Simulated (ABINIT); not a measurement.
SnSe2:

```xyz
3
Lattice="3.8110 0.0000 0.0000 -1.9055 3.3004 0.0000 0.0000 0.0000 6.1360" Properties=species:S:1:pos:R:3 pbc="T T T"
Sn    0.0000    0.0000    0.0000
Se    1.9055    1.1001    4.6081
Se    0.0000    2.2003    1.5279
```

Base run:

* Program: ABINIT 10.8.3 (patched build)
* Functional: r2SCAN
* Potentials or basis: JTH PAW PBE v2.0
* Cutoff: 707 eV
* k mesh: 8 × 8 × 5
* Occupations: fermi-dirac, width 0.05 eV
* Spin: no spin polarisation

Its results: band gap on the k mesh 1.10 eV, indirect (least direct gap 1.54 eV); pressure 3.4 GPa; largest force 0.517 eV/Å.

After a change of settings the same cell gave: band gap on the k mesh 0.74 eV, indirect (least direct gap 1.01 eV); pressure 2.3 GPa; largest force 0.608 eV/Å. Which change was it?
A. functional from r2SCAN to RPBE
B. functional from r2SCAN to revPBE
C. functional from r2SCAN to PW91
D. functional from r2SCAN to PBEsol

D.

r2SCAN gives the wider gap, since meta-GGAs in the generalised Kohn-Sham scheme recover part of the derivative discontinuity.

Caveats: the PAW data sets were made with another functional, which shifts forces and pressure a little; spin-orbit coupling is left out, which moves the levels of the heavy elements; this functional lacks dispersion, which binds the layers, so the pressure and a relaxed spacing across them are unreliable (some runs).
